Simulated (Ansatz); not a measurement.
Relaxation of a periodic cell of 25 atoms, LiSi$_{8}$O$_{16}$ (host SiO2, host structure P4_2/mnm, interstitial Li), cell charge +1, to a largest force component of 0.03 eV/Å in at most 60 steps.

The calculation used DFT PBE, scalar-relativistic, plane waves, PAW (Ansatz). Settings: cutoff 420 eV, k mesh 2x2x2, gaussian smearing 0.02 eV, no spin polarisation.

```xyz
25
Lattice="-4.1337 -4.1337 0.0000 4.1337 -4.1337 0.0000 0.0000 0.0000 5.3034" Properties=species:S:1:pos:R:3:forces:R:3
Si 0.000 -4.134 0.000 -0.05 -3.83 1.31
Si 2.067 -2.067 1.326 1.17 0.50 0.82
O 1.264 -2.870 0.000 0.62 -1.00 0.31
O 0.803 -0.803 1.326 0.12 -0.55 -0.34
O -1.264 -5.397 0.000 -0.20 0.11 -0.20
O 3.331 -3.331 1.326 -0.40 0.04 -0.20
Si 0.000 -4.134 2.652 0.44 -1.20 -0.83
Si 2.067 -2.067 3.978 3.69 0.08 -1.26
O 1.264 -2.870 2.652 -0.57 -0.11 0.38
O 0.803 -0.803 3.978 0.63 0.00 0.01
O -1.264 -5.397 2.652 0.02 0.38 0.20
O 3.331 -3.331 3.978 -0.14 -0.17 0.19
Si 0.000 0.000 0.000 -0.01 3.20 1.10
Si -2.067 -2.067 1.326 -1.11 -0.41 0.76
O -2.870 -2.870 0.000 0.19 -0.13 -0.20
O 0.803 -4.937 1.326 0.37 0.00 -0.21
O -1.264 -1.264 0.000 0.14 0.48 -0.10
O -0.803 -3.331 1.326 -0.08 0.53 -0.37
Si 0.000 0.000 2.652 -0.46 1.09 -0.77
Si -2.067 -2.067 3.978 -3.36 0.11 -1.12
O -2.870 -2.870 2.652 -0.01 -0.39 0.21
O 0.803 -4.937 3.978 0.10 0.23 0.20
O -1.264 -1.264 2.652 0.53 0.08 0.35
O -0.803 -3.331 3.978 -0.88 -0.50 -0.22
Li 0.027 -2.118 4.635 -0.74 1.44 -0.04
```

Problem. Where does it end, and by what steps?

Solution. The forces met the threshold. Limits of this set-up: coarse k mesh, charged cell in a uniform background, uncorrected. After 7 steps the energy has fallen by 1.038 eV; Li25 moved furthest, 0.63 Å.

```
step  energy less start (eV)  largest force component (eV/Å)  accepted
   0                  0.0000                           3.825       yes
   1                 -0.5007                           2.443       yes
   2                 -0.8709                           0.349       yes
   3                 -0.9046                           0.331       yes
   4                 -0.9835                           0.240       yes
   5                 -1.0364                           0.042       yes
   6                 -1.0370                           0.079       yes
   7                 -1.0376                           0.003       yes
```

```xyz
25
Lattice="-4.1337 -4.1337 0.0000 4.1337 -4.1337 0.0000 0.0000 0.0000 5.3034" Properties=species:S:1:pos:R:3
Si -0.011 -4.172 0.045
Si 2.035 -2.080 1.352
O 1.205 -2.827 -0.019
O 0.826 -0.783 1.352
O -1.209 -5.448 0.059
O 3.251 -3.382 1.352
Si -0.011 -4.172 2.659
Si 2.195 -2.060 4.004
O 1.205 -2.827 2.724
O 0.933 -0.684 4.004
O -1.209 -5.448 2.645
O 3.328 -3.350 4.004
Si 0.013 0.034 0.045
Si -2.033 -2.058 1.352
O -2.923 -2.824 0.059
O 0.885 -4.889 1.352
O -1.203 -1.311 -0.019
O -0.824 -3.355 1.352
Si 0.013 0.034 2.660
Si -2.193 -2.077 4.004
O -2.923 -2.824 2.645
O 0.808 -4.922 4.004
O -1.203 -1.311 2.724
O -0.931 -3.453 4.004
Li 0.001 -2.069 4.004
```

Whether the end is a true minimum wasn't checked by a vibrational analysis.

Run time: 37 s on 1 thread of AMD EPYC 7B13 (Zen 3) (shared host), peak memory 0.53 GiB.
